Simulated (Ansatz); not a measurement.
Task: a polarisability from point charges of AlBrClH, SMILES [Cl][AlH][Br], with the Ansatz DFT code, driven from Python. Give the script and its output. Level of theory (for the species named): B3LYP, def2-SVPD basis, multiplicity 1, D4 dispersion.

```tsv
atom	x (Å)	y (Å)	z (Å)
Cl	-2.0318	0.0601	-0.5933
Al	0.0479	0.1571	-0.0228
Br	1.1168	-1.8322	0.6380
H	0.9227	1.5547	-0.0421
```

The script, `field_albrclh.py`:
```python
"""Dipole of AlBrClH in the field of point charges."""

import ansatz as az
import numpy as np

GEOMETRY = """
Cl   -2.03180    0.06010   -0.59330
Al    0.04790    0.15710   -0.02280
Br    1.11680   -1.83220    0.63800
H     0.92270    1.55470   -0.04210
"""

system = az.Crystal.molecule()
for line in GEOMETRY.strip().splitlines():
    symbol, *xyz = line.split()
    system = system.atom(symbol, [float(v) for v in xyz])

calculation = system.calculation()
calculation = calculation.basis(gaussian="def2-SVPD").functional("b3lyp", dispersion="d4")
calculation = calculation.scf(lower_state_search="standard")
calculation = calculation.forces()
# charges +q and -q at -R and +R make a nearly even field 2 k q / R^2 at the centre
centre = np.mean([site.position_ang for site in system.cartesian_sites], axis=0)
field = 2 * 14.399645 * 4.0 / 30.0 ** 2


def dipole(axis, sign):
    arm = 30.0 * np.eye(3)[axis]
    pair = [{"charge": sign * 4.0, "position_ang": (centre - arm).tolist()}, {"charge": -sign * 4.0, "position_ang": (centre + arm).tolist()}]
    deck = calculation.input().set(az.key.basis.gaussian.point_charges, pair)
    return np.array(az.Session.from_dict(deck).plan().execute().report["charge_distribution"]["dipole_moment_e_ang"])


print(f"field {field:.4f} V/A")
alpha = np.array([(dipole(axis, 1) - dipole(axis, -1)) / (2 * field) * 14.399645 for axis in range(3)])
print("polarisability tensor (A^3)")
print(np.array2string(alpha, precision=3, suppress_small=True))
print(f"mean {np.trace(alpha) / 3:.3f} A^3 = {np.trace(alpha) / 3 / 0.14818471:.2f} bohr^3")
```

```console
$ python field_albrclh.py
field 0.1280 V/A
polarisability tensor (A^3)
[[10.678 -0.922  0.997]
 [-0.923 10.414 -0.754]
 [ 0.984 -0.745  8.048]]
mean 9.713 A^3 = 65.55 bohr^3
```

These settings explore the input space; basis and method may be short of convergence. The geometry is a force-field or estimated start, not a minimum of this method, and the basis set is short of its limit. The field of two point charges is only nearly even. b3lyp holds the VWN-RPA fit, as in Gaussian; the form of ORCA and Turbomole is b3lyp5. Hardware and time: 24 s on 1 thread of Arm Neoverse V1, with other jobs on the host, peak memory 0.28 GiB.

(Lines on the test bed's own set-up are left out of the output.)
